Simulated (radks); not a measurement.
# Hg inside a hard spherical wall

One table from this session's results is given with a row withheld; the runs are named, their logs left out.

The numbers are computed with radks (a radial shooting solver on a logarithmic mesh, Libxc functionals) version 1 (scalar-relativistic Kohn-Sham, PBE, spin-polarised, spherical densities, finite nucleus), except any that are marked as measured or tabulated.

## What is computed

| Property | Result |
| --- | --- |
| element | mercury (Z = 80) |
| charge | 0 |
| electrons | 80 |
| configuration | [Hg] |
| nuclear rms radius | 5.4648 fm |

The outer shells:

Hg
```
[Xe] core
4f [↑↓][↑↓][↑↓][↑↓][↑↓][↑↓][↑↓]
5d [↑↓][↑↓][↑↓][↑↓][↑↓]
6s [↑↓]
```

The first run:

The run's settings:

```text
Z 80
configuration [Hg] 6p0 7s0 5f0
relativity scalar-relativistic
functional pbe,pbe
spin polarised
nucleus finite rms 5.4648 fm
c 137.035999084
```

Steps of the session up to this table: The free atom; Wall at 12 bohr; Wall at 8 bohr; Wall at 7 bohr; Wall at 6 bohr; Wall at 2 bohr; Wall at 1.5 bohr.

One of the session's tables, all rows but one given; the rest of the session is left out.

| R (bohr) | E − E(free) (eV) | ε(6s) (eV) | ε(6p, empty) (eV) | ε(7s, empty) (eV) | ε(5f, empty) (eV) |
| --- | --- | --- | --- | --- | --- |
| free | 0.000 | -6.811 | - | - | - |
| 12 | 0.000 | -6.811 | -1.014 | 0.731 | 3.791 |
| 8 | 0.031 | -6.747 | -0.613 | 3.491 | 7.793 |
| 7 | ? | ? | ? | ? | ? |
| 6 | 0.489 | -6.219 | 0.797 | 10.018 | 13.259 |
| 2 | 408.93 | 106.22 | 146.33 | 349.50 | 119.39 |
| 1.5 | 1589.8 | 322.58 | 390.29 | 813.52 | 247.45 |

Estimate the missing values for R (bohr) = 7.

Worked estimate for «E − E(free) (eV)». A straight line through the neighbours (8, 0.031) and (6, 0.489) gives 0.031 + (0.489 − 0.031) × (7 − 8) / (6 − 8) = 0.260; a parabola fitted to 4 rows on both sides gives -8.249.

The run gave: E − E(free) (eV): 0.124; ε(6s) (eV): -6.614; ε(6p, empty) (eV): -0.172; ε(7s, empty) (eV): 5.745; ε(5f, empty) (eV): 9.980. In «E − E(free) (eV)» the line misses by +0.136 and the parabola by -8.373.

What this shows: Eigenvalues are for spin up. From R = 2 bohr inwards the highest occupied level lies above zero, pushed up by confinement. Shells are not refilled when levels cross, and a hard wall is a model, not a crystal.
